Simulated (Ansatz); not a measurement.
**KC2S2N2 (element-swapped structure): how the settings move a single-point run**

How sensitive is a single-point run of KC2S2N2 (element-swapped structure) to its settings? A reference run comes first, then four runs with altered input.

Method: reference: DFT PBEsol, plane waves, PAW, scalar-relativistic, no spin polarisation, in Ansatz 0.2.0.

### Step 1. Starting point

The structure is monoclinic, space group C2/m (No. 12). The conventional cell has a = 11.791 Å, b = 4.151 Å, c = 6.841 Å, α = 90.00°, β = 105.04°, γ = 90.00°. K (site symmetry 2/m) has 2 N at 2.29 Å as nearest neighbours. C (site symmetry m) is surrounded by 1 N at 1.31 Å. Around N (site symmetry m) lie 1 C at 1.31 Å. Around S (site symmetry m) lie 1 C at 1.85 Å.

As a file:

```xyz
7
Lattice="0.0000 4.1506 0.0000 5.8953 -2.0753 0.0000 1.7751 0.0000 -6.6072" Properties=species:S:1:pos:R:3 pbc="T T T"
K     0.0000    0.0000    0.0000
C     4.4302    2.0753   -5.1404
C     3.2402    0.0000   -1.4668
N     5.7019    2.0753   -5.4405
N     1.9685    0.0000   -1.1667
S     2.6020    2.0753   -4.8444
S     5.0684    0.0000   -1.7628
```

### Step 2. Reference

Contents of input.yaml:

```yaml
crystal:
  lattice:
    - [0.0, 4.15059, 0.0]
    - [5.895347, -2.075295, 0.0]
    - [1.775093, 0.0, -6.607192]
  atoms:
    - { symbol: K, position: [0.0, 0.0, 0.0] }
    - { symbol: C, position: [0.75861, 0.51722, 0.778] }
    - { symbol: C, position: [0.24139, 0.48278, 0.222] }
    - { symbol: "N", position: [0.85963, 0.71926, 0.82342] }
    - { symbol: "N", position: [0.14037, 0.28074, 0.17658] }
    - { symbol: S, position: [0.6103, 0.2206, 0.7332] }
    - { symbol: S, position: [0.3897, 0.7794, 0.2668] }
  symmetry: { tolerance: 0.0003 }
kpoints:
  mp_grid: { grid: [5, 5, 3], shift: [0, 0, 0] }
magnetization:
  spin_polarized: false
scf:
  occupations: { method: fermi_dirac }
hamiltonian:
  pseudopotentials: { kind: paw }
  xc: pbesol
basis:
  ecutwfc: 420
output:
  forces: true
  stress: true
  eigenvalues: true
```

On the command line:

```console
$ ansatz run input.yaml --threads 1 --pin off --max-ram 2560MiB --backend cpu --events-out ev --progress --plain --runs-dir out
```

### Step 3. Variant: scf.algorithm density_mixing, ecutrho_ratio 4

Edit input.yaml of step 2 so:

```diff
@@ -20,2 +20,3 @@
   occupations: { method: fermi_dirac }
+  algorithm: density_mixing
 hamiltonian:
@@ -25,2 +26,3 @@
   ecutwfc: 420
+  ecutrho_ratio: 4
 output:
@@ -29 +31,5 @@
   eigenvalues: true
+  write_density: true
+  write_potential: true
+  elf: true
+  volumetric_format: npy
```

### Step 4. Changing settings: occupations.method tetrahedron, accuracy high

Edit input.yaml of step 2 so:

```diff
@@ -19,3 +19,3 @@
 scf:
-  occupations: { method: fermi_dirac }
+  occupations: { method: tetrahedron }
 hamiltonian:
@@ -29 +29,2 @@
   eigenvalues: true
+accuracy: high
```

### Step 5. Variant: n_extra_bands 8, chi_scale 0.0

Edit input.yaml of step 2 so:

```diff
@@ -20,2 +20,4 @@
   occupations: { method: fermi_dirac }
+  n_extra_bands: 8
+  initial_density: { chi_scale: 0.0 }
 hamiltonian:
```

### Step 6. Changing settings: mp_grid.grid [6, 6, 4], dr2_threshold 1.0e-09

Edit input.yaml of step 2 so:

```diff
@@ -15,3 +15,3 @@
 kpoints:
-  mp_grid: { grid: [5, 5, 3], shift: [0, 0, 0] }
+  mp_grid: { grid: [6, 6, 4], shift: [0, 0, 0] }
 magnetization:
@@ -20,2 +20,3 @@
   occupations: { method: fermi_dirac }
+  convergence: { dr2_threshold: 1.0e-09 }
 hamiltonian:
```

What does the calculation give? Wanted: for each run, ending; energy change; pressure; gap; force.

The runs gave:

| run | ending | energy change | pressure (GPa) | gap (eV) | force (eV/Å) | cycles | time |
| --- | --- | --- | --- | --- | --- | --- | --- |
| reference | converged | 0 | -7.6 | 0.00 | 10.63 | 9 | 8.1 s |
| 1: scf.algorithm density_mixing, ecutrho_ratio 4 | converged | 0.0 meV/atom | -7.6 | 0.00 | 10.63 | 9 | 10 s |
| 2: occupations.method tetrahedron, accuracy high | converged | +2.6 meV/atom (σ→0) | -7.8 | 0.00 | 10.67 | 15 | 12 s |
| 3: n_extra_bands 8, chi_scale 0.0 | converged | 0.0 meV/atom | -7.6 | 0.00 | 10.63 | 10 | 9.4 s |
| 4: mp_grid.grid [6, 6, 4], dr2_threshold 1.0e-09 | converged | +0.2 meV/atom | -7.6 | 0.00 | 10.63 | 11 | 17 s |

Times don't compare one to one where runs were asked for different outputs or read a saved state (see the inputs); cycles may leave out searches for a lower state.

Residual by cycle in the longest SCF loop of each run; runs are numbered as in the table. The quantity is the density residual dr2, in eV.

| cycle | reference | run 1 | run 2 | run 3 | run 4 |
| --- | --- | --- | --- | --- | --- |
| 1 | 0.0812 | 0.0812 | 0.0941 | 12.9 | 0.0807 |
| 2 | 0.0922 | 0.0922 | 0.022 | 3.16 | 0.0901 |
| 4 | 0.00407 | 0.00407 | 0.00168 | 0.461 | 0.00413 |
| 5 | 0.0011 | 0.0011 | 2.8e-4 | 0.0773 | 0.00116 |
| 6 | 1.0e-4 | 1.0e-4 | 4.8e-5 | 0.00271 | 1.0e-4 |
| 7 | 4.6e-6 | 4.6e-6 | 8.3e-6 | 3.3e-4 | 5.0e-6 |
| 9 | 1.5e-8 | 1.5e-8 | 2.8e-7 | 1.7e-6 | 1.7e-8 |
| 10 | - | - | 3.5e-8 | 8.1e-8 | 1.3e-9 |
| 11 | - | - | 6.5e-9 | - | 1.8e-10 |
| 12 | - | - | 8.3e-10 | - | - |
| 14 | - | - | 1.1e-10 | - | - |
| 15 | - | - | 1.1e-11 | - | - |

The pressure spans -7.8 to -7.6 GPa over the reference and the converged variants.

The reference has limits of its own: it is run without spin, though an odd electron count or open d shells could carry moments; its mesh is coarse for a cell with so small a gap or none; the cell is far from equilibrium (-8 GPa, forces up to 10.6 eV/Å), so its values aren't those of the relaxed material; the structure is made up and not relaxed.
